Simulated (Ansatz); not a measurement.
Task: a geometry optimisation of C₃H₇AlO, SMILES O[C]1([AlH2])CC1, with Ansatz 0.2.0, Python API. Give the script and its output. Use: B3LYP, cc-pVDZ basis, multiplicity 1, D4 dispersion.

```yaml
atoms:
  - { symbol: O, position_ang: [-1.5594, 0.5741, 0.5508] }
  - { symbol: C, position_ang: [-0.3791, 0.0736, 0.1601] }
  - { symbol: Al, position_ang: [0.0902, -1.7698, 0.7538] }
  - { symbol: C, position_ang: [0.8073, 1.1280, 0.1636] }
  - { symbol: C, position_ang: [0.1632, 0.6163, -1.1695] }
  - { symbol: H, position_ang: [-2.2896, 0.0996, 0.0559] }
  - { symbol: H, position_ang: [1.6503, -2.0815, 1.2189] }
  - { symbol: H, position_ang: [-0.9383, -2.9116, 0.7739] }
  - { symbol: H, position_ang: [0.4253, 2.1690, 0.4678] }
  - { symbol: H, position_ang: [1.7612, 0.7427, 0.3926] }
  - { symbol: H, position_ang: [-0.5083, 1.3577, -1.6417] }
  - { symbol: H, position_ang: [0.8544, -0.0531, -1.6923] }
```

`c3h7alo.py`
```python
"""Geometry optimisation of C3H7AlO."""

import ansatz
import numpy as np
import pandas as pd

geometry_ang = [
    ("O", (-1.5594, 0.5741, 0.5508)),
    ("C", (-0.3791, 0.0736, 0.1601)),
    ("Al", (0.0902, -1.7698, 0.7538)),
    ("C", (0.8073, 1.128, 0.1636)),
    ("C", (0.1632, 0.6163, -1.1695)),
    ("H", (-2.2896, 0.0996, 0.0559)),
    ("H", (1.6503, -2.0815, 1.2189)),
    ("H", (-0.9383, -2.9116, 0.7739)),
    ("H", (0.4253, 2.169, 0.4678)),
    ("H", (1.7612, 0.7427, 0.3926)),
    ("H", (-0.5083, 1.3577, -1.6417)),
    ("H", (0.8544, -0.0531, -1.6923)),
]
mol = ansatz.Crystal.molecule()
for symbol, xyz in geometry_ang:
    mol = mol.atom(symbol, xyz)

setup = mol.calculation().basis(gaussian="cc-pVDZ").functional("b3lyp", dispersion="d4").accuracy("medium")
symbols = [site.symbol for site in mol.cartesian_sites]
start = np.array([site.position_ang for site in mol.cartesian_sites], dtype=float)
report = setup.relax(force_tolerance=0.02).run(threads=1, backend="cpu").report
end = np.array(report["positions_ang"])

print("reference energy %16.6f eV" % report["reference_energy_ev"])
print("total energy     %16.6f eV" % report["free_energy_ev"])
print("occupied orbitals outside the frozen core (up, down):", report["n_occupied"], " frozen:", report["n_frozen"], " virtual:", report["n_virtual"])

print("final positions (A) and the move of each atom")
for symbol, xyz, old in zip(symbols, end, start):
    print(f"{symbol:2s} {xyz[0]:10.5f} {xyz[1]:10.5f} {xyz[2]:10.5f}   {np.linalg.norm(xyz - old):7.4f}")

charges = report["charge_distribution"]
table = pd.DataFrame({"atom": symbols, "mulliken": charges["mulliken_charges_e"], "lowdin": charges["lowdin_charges_e"]})
print(table.round(3).to_string())
print("dipole (e A):", np.round(charges["dipole_moment_e_ang"], 4) + 0.0)
with open("c3h7alo_opt.xyz", "w") as handle:
    handle.write(f"{len(symbols)}\nrelaxed C3H7AlO\n")
    handle.writelines(f"{s:2s} {x:11.6f} {y:11.6f} {z:11.6f}\n" for s, (x, y, z) in zip(symbols, end))
```

Running `python c3h7alo.py` prints:
```text
reference energy    -11868.070862 eV
total energy        -11868.446113 eV
occupied orbitals outside the frozen core (up, down): [23, 23]  frozen: 0  virtual: [86, 86]
final positions (A) and the move of each atom
O    -1.63268    0.52892    0.46411    0.1222
C    -0.33593    0.02954    0.13117    0.0681
Al    0.11286   -1.77574    0.75412    0.0234
C     0.71238    1.13493    0.21495    0.1081
C     0.28228    0.64607   -1.13364    0.1279
H    -2.27529    0.03311   -0.06456    0.1383
H     1.62063   -2.27962    0.63102    0.6211
H    -1.02584   -2.71419    1.35325    0.6183
H     0.31651    2.09865    0.54405    0.1503
H     1.71598    0.89670    0.57674    0.2443
H    -0.39165    1.29199   -1.70191    0.1468
H     0.97794    0.05464   -1.73542    0.1695
   atom  mulliken  lowdin
0     O    -0.259   0.230
1     C    -0.119  -0.213
2    Al     0.310   0.119
3     C     0.025   0.001
4     C     0.014  -0.010
5     H     0.144  -0.044
6     H    -0.115  -0.079
7     H    -0.109  -0.078
8     H     0.030   0.017
9     H     0.034   0.023
10    H     0.017   0.013
11    H     0.028   0.020
dipole (e A): [-0.0167 -0.0646 -0.2237]
```

`c3h7alo_opt.xyz`, as written:
```text
12
relaxed C3H7AlO
O    -1.632683    0.528923    0.464114
C    -0.335935    0.029544    0.131171
Al    0.112861   -1.775740    0.754125
C     0.712379    1.134926    0.214954
C     0.282284    0.646071   -1.133638
H    -2.275286    0.033108   -0.064563
H     1.620634   -2.279620    0.631016
H    -1.025841   -2.714188    1.353253
H     0.316514    2.098649    0.544053
H     1.715982    0.896698    0.576743
H    -0.391647    1.291992   -1.701911
H     0.977937    0.054636   -1.735417
```

Caveats:
- The settings weren't tested for convergence.
- The end point is the stationary point reached from this start; no frequency run checks that it is a minimum, and the basis set is modest.
- The Löwdin charges here are taken after orthogonalising the functions within each atom; they differ from plain Löwdin charges, and their signs can be unphysical.
- Total less reference energy is the dispersion correction.
- b3lyp holds the VWN-RPA fit, as in Gaussian; the form of ORCA and Turbomole is b3lyp5.
- It ran for 23 s on 1 thread of AMD EPYC 9R45 (Zen 5), on a shared host, peak memory 0.36 GiB.

(Lines on the test bed's own set-up are left out of the output.)
